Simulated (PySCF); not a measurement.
# CBr4: the cost of one run

Programs: PySCF 2.14.0, with routines of our own; each step states its level. All values are computed. Atoms count from 0.

### 1 The system as given

5 atoms, charge 0, multiplicity 1; geometry from: GFN2-xTB.

### 2 Geometry optimisation at PBE0-D3(BJ)/def2-SVP

What the job is given:

```
{"job": {"xc": "PBE0", "basis": "def2-SVP", "d3": "d3bj", "grid": 1, "maxiter": 30, "shake": 0.01, "kind": "geom"}, "charge": 0, "multiplicity": 1}
Br    -1.248130    -0.891130     1.185180
C     -0.003630    -0.003630    -0.005320
Br     1.370880     0.850040     1.040770
Br    -0.881790     1.341120    -1.071280
Br     0.796240    -1.330380    -1.187240
```

Launch:

```console
OMP_NUM_THREADS=1 python heavy_run.py task.json out
```

The driver reads the jobs from task.json and runs them one after another.

Q: Estimate the wall time and peak memory of this first job on 1 thread of Arm Neoverse V1, shared host.

About 80 s, with a peak of 0.73 GiB.
